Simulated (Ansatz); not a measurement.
# k/cubic: the band gap up the ladder of functionals

One table from this session's results is given with a row withheld; the runs are named, their logs left out.

Code: Ansatz 0.2.0. PAW datasets, plane waves. Values at 0 K without nuclear motion; spin polarisation is off, and the phase may be a hypothetical one.

**Starting point**

The cell was relaxed beforehand with r2SCAN.

It is tetragonal, P4/mmm (No. 123); conventional cell a = 3.583 Å, c = 5.069 Å, 10.84 Å³ an atom. Near Hf stand 8 O at 2.19 Å; near O stand 2 Sn at 2.19 Å and 2 Hf at 2.19 Å; near Sn stand 8 O at 2.19 Å.

Coordinates:

```cif
data_structure
_symmetry_space_group_name_H-M 'P4/mmm'
_symmetry_Int_Tables_number 123
_cell_length_a 3.5830
_cell_length_b 3.5830
_cell_length_c 5.0685
_cell_angle_alpha 90.000
_cell_angle_beta 90.000
_cell_angle_gamma 90.000
_cell_volume 65.07
loop_
_atom_site_label
_atom_site_type_symbol
_atom_site_symmetry_multiplicity
_atom_site_Wyckoff_symbol
_atom_site_fract_x
_atom_site_fract_y
_atom_site_fract_z
_atom_site_occupancy
Hf1 Hf 1 a 0.00000 0.00000 0.00000 1
O1 O 4 i 0.00000 0.50000 0.74980 1
Sn1 Sn 1 d 0.50000 0.50000 0.50000 1
```

The first run:

Contents of input.yaml:

```yaml
crystal:
  lattice:
    - [3.5829620427, 0.0, 0.0]
    - [0.0, 3.5829620427, 0.0]
    - [0.0, 0.0, 5.0685454479]
  atoms:
    - { symbol: Hf, position: [0.0, 0.0, 0.0] }
    - { symbol: O, position: [0.0, 0.5, 0.7498033272] }
    - { symbol: O, position: [0.0, 0.5, 0.2501966728] }
    - { symbol: Sn, position: [0.5, 0.5, 0.5] }
    - { symbol: O, position: [0.5, 0.0, 0.2501966728] }
    - { symbol: O, position: [0.5, 0.0, 0.7498033272] }
kpoints:
  mp_grid: { grid: [8, 8, 6] }
  band_path:
    path:
      - [[0.0, 0.0, 0.0], [9.600924902418e-52, 0.5, 0.0], [0.5, 0.5, 0.0], [0.0, 0.0, 0.0], [0.0, 0.0, 0.5], [9.600924902418e-52, 0.5, 0.5], [0.5, 0.5, 0.5], [0.0, 0.0, 0.5]]
      - [[9.600924902418e-52, 0.5, 0.0], [9.600924902418e-52, 0.5, 0.5]]
      - [[0.5, 0.5, 0.0], [0.5, 0.5, 0.5]]
    npoints: 10
hamiltonian:
  xc: pbe
scf:
  occupations: { method: fermi_dirac, width: 0.02 }
  n_extra_bands: 5
output:
  forces: true
  stress: true
  eigenvalues: true
  write_density: true
  write_potential: true
  elf: true
  volumetric_format: npy
```

Launch:

```
$ ansatz run input.yaml --threads 2 --pin off --max-ram 29491MiB --backend cpu --events-out ev --progress --plain --runs-dir out
```

Steps of the session up to this table: Band structure with PBE; Single point with r2SCAN; Single point with HSE06; PBE+SOC at the same geometry; PBE0 at the same geometry.

One table of the session follows, with a row left open; its other results are not shown here.

| level | gap (eV) |
| --- | --- |
| PBE | 0.89 |
| r2SCAN | 1.44 |
| HSE06 | ? |
| PBE+SOC | 0.90 |
| PBE0 | 3.04 |

**Question.** Estimate the row for HSE06.

As computed: gap (eV): 2.32. In the column «gap (eV)» it lies between r2SCAN (1.44) and PBE0 (3.04).

Meshes: PBE 8×8×6, r2SCAN 8×8×6, HSE06 4×4×4, PBE+SOC 8×8×6, PBE0 4×4×4

The gap runs from 0.89 eV (PBE) to 3.04 eV (PBE0). Against HSE06, PBE is short by 1.43 eV, at 38 % of it, and r2SCAN 62 %. PBE0 lies 0.72 eV above HSE06, which differs from it by screening the long-range exchange.

Caveats from the session: Warnings in the runs' records: stress scf threshold loose, stress exchange threshold loose.
